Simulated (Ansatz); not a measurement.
**Zr2 (triplet): wave-function methods side by side, def2-QZVPP**

One table from this session's results is given with a row withheld; the runs are named, their logs left out.

Program: Ansatz 0.2.0, Gaussian basis. Level of theory: def2-QZVPP, core rule «outside noble gas», up to 8 orbitals frozen. These are calculated values, not measurements.

To be run: UHF; ROHF; CCSD(T) on UHF.

### The system

The geometry is a PBE0/def2-TZVP stationary point (not a proven minimum) of the parent state, kept for this charge and spin. No spin-orbit coupling is included. Elements past krypton take def2 core potentials.

2 atoms, charge 0, spin multiplicity 3.

Atoms are counted from 1 here; the program's logs count them from 0.

Bond lengths: Zr1–Zr2 2.388 Å.

The first run:

File in.yaml:

```yaml
crystal:
  periodic: [false, false, false]
  atoms:
    - {symbol: Zr, position_ang: [0.000000, 0.000000, 0.000000]}
    - {symbol: Zr, position_ang: [0.000000, 0.000000, 2.387600]}
basis:
  gaussian: {orbitals: "def2-QZVPP.json"}
magnetization: {spin_polarized: true, initial_magnetization: 2}
hamiltonian: {xc: hf}
output: {orbitals: {seedname: orbitals}}
```

On the command line:

```bash
$ ansatz run in.yaml --threads 1 --pin off --events-out ev --progress --plain --max-ram 4096MiB --backend cpu
```

Steps of the session up to this table: UHF; ROHF; CCSD(T) on UHF.

One of the session's tables, all rows but one given; the rest of the session is left out.

| method | from UCCSD(T) (kJ/mol) |
| --- | --- |
| ROHF | +679.1 |
| UMP2 | +31.2 |
| UCCSD | ? |
| UCCSD(T) | 0 |

Estimate the missing values for UCCSD.

**Answer.** from UCCSD(T) (kJ/mol): +71.6. In the column «from UCCSD(T) (kJ/mol)» it lies between UMP2 (+31.2) and ROHF (+679.1).

Left out of the table: UHF (another determinant or state than the rows shown).

Caveats from the session: The determinant is far from a pure spin state, so its energy mixes those of several spin states (harmless only where they are near-degenerate, as at dissociation). Warnings: spin contamination; coupled cluster took another determinant than the lowest.
